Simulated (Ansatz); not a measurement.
## Mg6MnNb, space group Amm2: a conversion between chain and input file, step by step

With the Ansatz DFT code, driven from Python.

Contents of `input.yaml`:
```yaml
crystal:
  lattice:
    - [4.827287, 0.0, 0.0]
    - [0.0, 3.023452, 5.532754]
    - [0.0, -3.023452, 5.532754]
  atoms:
    - { symbol: Mg, position: [0.0, 0.338484, 0.820806] }
    - { symbol: Mg, position: [0.0, 0.820806, 0.338484] }
    - { symbol: Mg, position: [0.0, 0.328279, 0.328279] }
    - { symbol: Mg, position: [0.5, 0.166024, 0.681264] }
    - { symbol: Mg, position: [0.5, 0.681264, 0.166024] }
    - { symbol: Mg, position: [0.5, 0.168816, 0.168816] }
    - { symbol: Mn, position: [0.0, 0.80594, 0.80594], spin: 4.0 }
    - { symbol: Nb, position: [0.5, 0.690388, 0.690388] }
magnetization:
  spin_polarized: true
kpoints:
  mp_grid: { grid: [5, 5, 5] }
hamiltonian:
  xc: pbe
scf:
  occupations: { method: fermi_dirac, width: 0.1 }
basis:
  ecutwfc: 510
output:
  forces: true
  stress: true
```

At the Python prompt:
```pycon
>>> import ansatz as az
>>> calc = az.Calculation.from_yaml('input.yaml')
>>> print(calc.to_python())
(
    az.Lattice.of(((4.827287, 0.0, 0.0), (0.0, 3.023452, 5.532754), (0.0, -3.023452, 5.532754)))
    .atom("Mg", (0.0, 0.338484, 0.820806))
    .atom("Mg", (0.0, 0.820806, 0.338484))
    .atom("Mg", (0.0, 0.328279, 0.328279))
    .atom("Mg", (0.5, 0.166024, 0.681264))
    .atom("Mg", (0.5, 0.681264, 0.166024))
    .atom("Mg", (0.5, 0.168816, 0.168816))
    .atom("Mn", (0.0, 0.80594, 0.80594), moment=4.0)
    .atom("Nb", (0.5, 0.690388, 0.690388))
    .calculation()
    .basis(cutoff=510.0)
    .kpoints(5, 5, 5)
    .functional("pbe")
    .spin("collinear")
    .occupations(method="fermi_dirac", width=0.1)
    .forces()
    .stress()
)
```

The input is only written out: it wasn't run, and its settings aren't tested. The structure comes from a database and needn't be a stable phase.
